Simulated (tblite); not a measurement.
# GeH10O3Si3: the cost of one run

Computed with tblite 0.8.0 and PySCF 2.14.0; each step states its level. No surroundings beyond the atoms listed, unless a continuum is named. Atoms count from 0, parts from 1.

## 1. The system as given

17 atoms, charge 0, multiplicity 1; geometry: distance geometry start.

## 2. Geometry optimisation with GFN2-xTB

The job: settings as JSON, then the geometry in Å.

```
{"job": {"kind": "relax", "xc": "GFN2-xTB", "basis": "xTB"}, "charge": 0, "multiplicity": 1}
Ge     0.061600    -0.319214     0.210630
Si    -0.142881     1.568483    -1.094661
O     -1.128134    -0.162300     1.515072
Si    -2.687924    -0.150312     0.842487
O      1.631979    -0.512212     0.987320
Si     2.959881    -0.437538    -0.038037
O     -0.373360    -1.724191    -0.823135
H     -0.096784     1.227169    -2.559970
H      0.804758     2.637077    -0.768310
H     -1.509369     2.102992    -0.870230
H     -3.174920    -1.523393     0.862296
H     -3.527602     0.729883     1.660828
H     -2.682654     0.378122    -0.542472
H      3.603143    -1.751207    -0.104754
H      3.952511     0.454053     0.595324
H      2.637126     0.046143    -1.386455
H     -0.293839    -2.583755    -0.334059
```

With the program's defaults for keys left out, this is: GFN2-xTB geometry optimisation, gas phase.

The run is started by

```bash
$ OMP_NUM_THREADS=1 python cluster_run.py task.json out
```

This one command runs all jobs of the session in turn.

**Question.** How long does this first job take on 1 thread of Intel Xeon 6975P-C, shared host?

About 9.1 s.
